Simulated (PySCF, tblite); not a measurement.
**C₆H₉BOS: geometry, infrared bands and NMR shifts**

Wanted: the infrared bands and NMR shifts of C₆H₉BOS (`COCBc1cccs1`), by calculation.

Programs: tblite 0.8.0 and PySCF 2.14.0, with density-fitted response routines of our own. Each step states its level of theory. These are calculated values for one molecule in the gas phase, unless marked as measured. Atoms count from 0, in the outputs and in this text.

## 1. The molecule as given

18 atoms, charge 0, multiplicity 1; geometry from: force field or distance geometry start.

Bonds of the start (Å): C0–O1 1.41, O1–C2 1.41, C2–B3 1.59, B3–C4 1.55, C4–C5 1.36, C5–C6 1.34, C6–C7 1.35, C7–S8 1.76, S8–C4 1.89, C0–H9 1.10, C0–H10 1.10, C0–H11 1.11, C2–H12 1.13, C2–H13 1.10, B3–H14 1.18, C5–H15 1.12, C6–H16 1.12, C7–H17 1.08.

## 2. Geometry optimisation with GFN2-xTB

What the job is given:

```
{"job": {"kind": "relax", "xc": "GFN2-xTB", "basis": "xTB"}, "charge": 0, "multiplicity": 1}
C      3.240100     0.842800    -0.244600
O      2.102900     0.174500    -0.749100
C      1.569600    -0.499400     0.370000
B      0.267700    -1.309600    -0.033300
C     -1.056100    -0.509200    -0.163300
C     -2.249500    -0.768600     0.441800
C     -3.275100     0.056800     0.183000
C     -3.074300     1.091300    -0.657800
S     -1.400100     1.027700    -1.208200
H      3.758400     1.417600    -1.020800
H      3.856500     0.082100     0.253200
H      2.826600     1.557900     0.501700
H      1.281900     0.313400     1.097200
H      2.372500    -1.120900     0.783500
H      0.194600    -2.430600     0.341000
H     -2.337800    -1.637500     1.146200
H     -4.278800    -0.101500     0.662900
H     -3.807800     1.819600    -0.964300
```

Launch:

```sh
> OMP_NUM_THREADS=1 python probes_run.py task.json out
```

One launch serves the whole session: the jobs run in the order shown.

**Question.** This job is followed by: GFN2-xTB harmonic vibrations, gas phase; GIAO PBE0/pcSseg-1 NMR shielding, non-relativistic, gas phase. Predict these results of the whole session: strongest single infrared mode (GFN2-xTB); zero-point energy (GFN2-xTB); ¹³C shifts against TMS (PBE0/pcSseg-1); ¹H shifts against TMS (PBE0/pcSseg-1, means over atoms taken as alike); ¹⁷O shifts against H2O (PBE0/pcSseg-1); ¹¹B shifts against BF3·OEt2 (PBE0/pcSseg-1); ³³S shifts against CS2 (PBE0/pcSseg-1).

As calculated:

| quantity | value |
| --- | --- |
| strongest single infrared mode (GFN2-xTB) | 2638 cm⁻¹, 150 km/mol |
| zero-point energy (GFN2-xTB) | 85.0 kcal/mol |
| ¹³C shifts against TMS (PBE0/pcSseg-1) | 154.7, 153.3, 151.1, 131.1, 78.4, 62.1 ppm |
| ¹H shifts against TMS (PBE0/pcSseg-1, means over atoms taken as alike) | 8.06, 8.04, 7.41, 6.94, 4.01, 3.61 ppm |
| ¹⁷O shifts against H2O (PBE0/pcSseg-1) | 20.6 ppm |
| ¹¹B shifts against BF3·OEt2 (PBE0/pcSseg-1) | 60.1 ppm |
| ³³S shifts against CS2 (PBE0/pcSseg-1) | 296 ppm |

In words: Relaxing lowered the energy by 1.165 eV in 129 steps; the close pair that moved most is C4–S8, from 1.890 to 1.746 Å. All 48 modes are real, so the xTB geometry is a minimum. The strongest single mode, at 2638 cm⁻¹, moves mainly H14. GFN2-xTB is a fitted tight-binding method: band positions and strengths are rough. Its intensities can rank the bands wrongly. At PBE0/pcSseg-1: The largest span, 338 ppm, is at S8, where the paramagnetic term is -850 ppm. NICS(1)zz of -28 ppm above the planar ring from C4 marks a diatropic (aromatic) ring current.
